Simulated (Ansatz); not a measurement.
# BH₆NSeSi: one species, many methods

The task here is to estimate one member of a computed series from the others.

Program: Ansatz 0.2.0, Gaussian basis. Level of theory: functionals in def2-TZVPP, the program's frozen cores in correlated methods. These are calculated values, not measurements.

The runs, in order: PBE-D4, r2SCAN-D4, PBE0-D4, B3LYP-D4, ωB97X-V, ωB97M-V, B2PLYP; CCSD(T)/def2-TZVPP; MP2/def2-QZVPP; extrapolation to the limit.

**The geometry**

All runs share one geometry, relaxed beforehand with PBE0-D4 in a triple-zeta def2 set.

10 atoms, charge 0, spin multiplicity 1.

Atoms are counted from 1 here; the program's logs count them from 0.

Bond lengths: B1–Si2 1.937 Å, B1–Se4 2.194 Å, B1–H5 1.200 Å, B1–H6 1.194 Å, Si2–N3 1.693 Å, Si2–Se4 2.477 Å, Si2–H7 1.482 Å, N3–H8 1.006 Å, N3–H9 1.006 Å, Se4–H10 1.470 Å. Angles: Si2–B1–Se4 73.4°, Si2–B1–H5 114.1°, Si2–B1–H6 122.0°, Se4–B1–H5 103.8°, Se4–B1–H6 110.5°, H5–B1–H6 120.1°, B1–Si2–N3 124.7°, B1–Si2–Se4 58.1°, B1–Si2–H7 127.5°, N3–Si2–Se4 116.3°, N3–Si2–H7 107.8°, Se4–Si2–H7 102.5°, Si2–N3–H8 123.4°, Si2–N3–H9 121.4°, H8–N3–H9 112.8°, B1–Se4–Si2 48.5°, B1–Se4–H10 97.7°, Si2–Se4–H10 91.6°.

Set-up of the first run:

File in.yaml:

```yaml
crystal:
  periodic: [false, false, false]
  atoms:
    - {symbol: B, position_ang: [-1.008306, 0.919425, -0.583353]}
    - {symbol: Si, position_ang: [0.291333, 0.087082, 0.586762]}
    - {symbol: N, position_ang: [0.098940, -1.428375, 1.317227]}
    - {symbol: Se, position_ang: [0.560909, 0.092985, -1.875313]}
    - {symbol: H, position_ang: [-1.964342, 0.233153, -0.820334]}
    - {symbol: H, position_ang: [-1.075206, 2.104011, -0.713663]}
    - {symbol: H, position_ang: [1.579980, 0.653461, 1.051026]}
    - {symbol: H, position_ang: [0.869453, -1.995339, 1.628780]}
    - {symbol: H, position_ang: [-0.756790, -1.949700, 1.224640]}
    - {symbol: H, position_ang: [1.487327, 1.231998, -1.812773]}
basis:
  gaussian: {orbitals: def2-TZVPP}
hamiltonian: {xc: pbe, dispersion: d4}
output: {forces: true, orbitals: {seedname: orbitals}}
```

The run is started by

```console
$ ansatz run in.yaml --threads 4 --pin off --events-out ev --progress --plain --max-ram 10444MiB
```

Steps of the session up to this table: PBE-D4 (GGA); r2SCAN-D4 (meta-GGA); PBE0-D4 (hybrid); B3LYP-D4 (hybrid); ωB97X-V (range-separated); ωB97M-V (range-separated); B2PLYP (double hybrid); CCSD(T) in def2-TZVPP; MP2 in def2-QZVPP.

One of the session's tables, all rows but one given; the rest of the session is left out.

It belongs to the step «Atomisation energies». 

```
            method  atomisation energy (kJ/mol)
            PBE-D4                       3229.9
         r2SCAN-D4                            ?
           PBE0-D4                       3181.2
          B3LYP-D4                       3187.0
           ωB97X-V                       3196.1
           ωB97M-V                       3186.8
            B2PLYP                       3136.8
     HF/def2-TZVPP                       2250.6
    MP2/def2-TZVPP                       3107.9
   CCSD/def2-TZVPP                       3032.9
CCSD(T)/def2-TZVPP                       3083.0
           MP2/CBS                       3202.6
       CCSD(T)/CBS                       3177.8
```

Estimate the missing values for r2SCAN-D4.

As computed: atomisation energy (kJ/mol): 3194.7. In the column «atomisation energy (kJ/mol)» it lies between B3LYP-D4 (3187.0) and ωB97X-V (3196.1).

To keep in mind: Free atoms (1 B, 1 Si, 1 N, 1 Se, 6 H) were run apart at each level; the atomisation energy is their sum less the molecule, without zero-point or spin-orbit terms.
